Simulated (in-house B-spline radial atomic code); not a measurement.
# Er²⁰⁺: ionisation energy by several methods

Aim: the ionisation energy of Er²⁰⁺ by several methods, each as the difference of two self-consistent energies (Er²⁰⁺ and the next ion, [Kr] 4d10 4f1).

Program: in-house B-spline radial atomic code version 1. Level of theory: scalar-relativistic (X2C), several functionals, spin-polarised, exact exchange averaged over the configuration; spherical all-electron atom at the radial basis limit. These are calculated values, not measurements, unless marked.

### Step 1. Starting point

* element: erbium (Z = 68)
* charge: +20
* electrons: 48
* configuration: [Kr] 4d10 4f2
* nucleus: Fermi, rms radius 5.252 fm

Outer shells as boxes (Hund's rule):

[Kr] 4d10 4f2
```
[Kr] core
4d [↑↓][↑↓][↑↓][↑↓][↑↓]
4f [↑ ][↑ ][  ][  ][  ][  ][  ]
```

Where spins are not typed, each open shell is filled with up spins first.

### Step 2. LC-ωPBE, a range-separated hybrid

Settings, as recorded:

```ini
Z = 68
electrons = 48.0
configuration = [Kr] 4d10 4f2
hamiltonian = x2c
method = lc_wpbe
spin_polarised = True
nucleus = fermi
rms_radius = 5.2516
mass_number = 166
atomic_mass = 165.930301067
speed_of_light = 137.035999084
exact_exchange = averaged over the configuration
```

The run is started by

```sh
$ python run_scf.py task.json out
```

One command runs all members of the session, one after another, from task.json.

### Step 3. HSE06, a range-separated hybrid

The settings differ from step 2 so:

```diff
@@ -4,3 +4,3 @@
 hamiltonian = x2c
-method = lc_wpbe
+method = hse06
 spin_polarised = True
```

### Step 4. M06-2X, a global hybrid

The settings differ from step 3 so:

```diff
@@ -4,3 +4,3 @@
 hamiltonian = x2c
-method = hse06
+method = m062x
 spin_polarised = True
```

Before running: The tabulated ionisation energy is 520 ± 30 eV (tabulated theoretical; NIST Atomic Spectra Database). What does each method give, and which comes nearest?

The runs gave:

| method | rung | total energy (hartree) | ΔSCF (eV) | −ε highest (eV) | ΔSCF less tabulated (eV) |
| --- | --- | --- | --- | --- | --- |
| M06-2X | global hybrid | -12938.7563 | 520.72 | 512.37 (4f up) | +0.72 |
| LC-ωPBE | range-separated hybrid | -12936.9941 | 520.25 | 505.97 (4f up) | +0.25 |
| HSE06 | range-separated hybrid | -12936.9800 | 520.06 | 504.97 (4f up) | +0.06 |

The tabulated ionisation energy is 520 ± 30 eV (tabulated theoretical; NIST Atomic Spectra Database). HSE06 comes nearest (+0.06 eV) and M06-2X is farthest (+0.72 eV, 0.14 %). The table's own uncertainty is as large as these misses, so the order means little. Relativistic terms that these runs lack can be as large as the gaps between close methods, so the nearest may be so by luck. Spin-orbit coupling is left out. Open shells are averaged (over orientations, and over spins where the run is restricted), while tables refer to the lowest levels.
